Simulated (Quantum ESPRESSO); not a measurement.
Input of a Quantum ESPRESSO 7.5 run:

The input run.py:

```python
import numpy as np
from ase.calculators.espresso import Espresso, EspressoProfile
from ase.io import read

atoms = read('RbPd.xyz')

input_data = {
    'control': {'calculation': 'scf', 'prefix': 'pwscf', 'outdir': './tmp', 'tprnfor': True, 'tstress': True, 'disk_io': 'low'},
    'system': {'ecutwfc': 36.0, 'ecutrho': 216.0, 'nbnd': 21, 'input_dft': 'pbe', 'occupations': 'smearing', 'smearing': 'fd', 'degauss': 0.00367493},
    'electrons': {'conv_thr': 4e-10, 'electron_maxstep': 120, 'mixing_beta': 0.5},
}
pseudopotentials = {'Pd': 'Pd.LDA_PW-JTH.UPF', 'Rb': 'Rb.LDA_PW-JTH.UPF'}
profile = EspressoProfile(command='pw.x', pseudo_dir='pseudo')
dft = Espresso(profile=profile, input_data=input_data, pseudopotentials=pseudopotentials, kpts=(7, 7, 7), koffset=(0, 0, 0))
atoms.calc = dft

from ase.optimize import LBFGS
from ase.filters import FrechetCellFilter
done = LBFGS(FrechetCellFilter(atoms), trajectory='opt.traj').run(fmax=0.02, steps=30)
print('converged', done)
print('cell (A)', np.round(atoms.cell.cellpar(), 5))
print(f'energy {atoms.get_potential_energy():.8f} eV')
print('forces (eV/A)')
print(np.round(atoms.get_forces(), 6))
print('stress (eV/A^3, Voigt)')
print(np.round(atoms.get_stress(), 8))
print(f'Fermi level {dft.get_fermi_level():.4f} eV')
```

Contents of RbPd.xyz:

```xyz
2
Lattice="0.0000000000 3.1148990200 3.1148990200 3.1148990200 0.0000000000 3.1148990200 3.1148990200 3.1148990200 0.0000000000" Properties=species:S:1:pos:R:3 pbc="T T T"
Rb     3.1148990200      3.1148990200      3.1148990200
Pd     0.0000000000      0.0000000000      0.0000000000
```

Potentials or basis: JTH 2.0 LDA.

The run is started by

```console
$ OMP_NUM_THREADS=1 python run.py
```

(1) Estimate the relaxed cell.

(2) Predict the space group after relaxing (to 0.05 Å).

Results:

(1) a = 4.731 Å, b = 4.731 Å, c = 4.731 Å, α = 60.00°, β = 60.00°, γ = 60.00°.

(2) Fm-3m (No. 225).

Caveat: the potentials were made for another functional, which shifts forces and pressure.
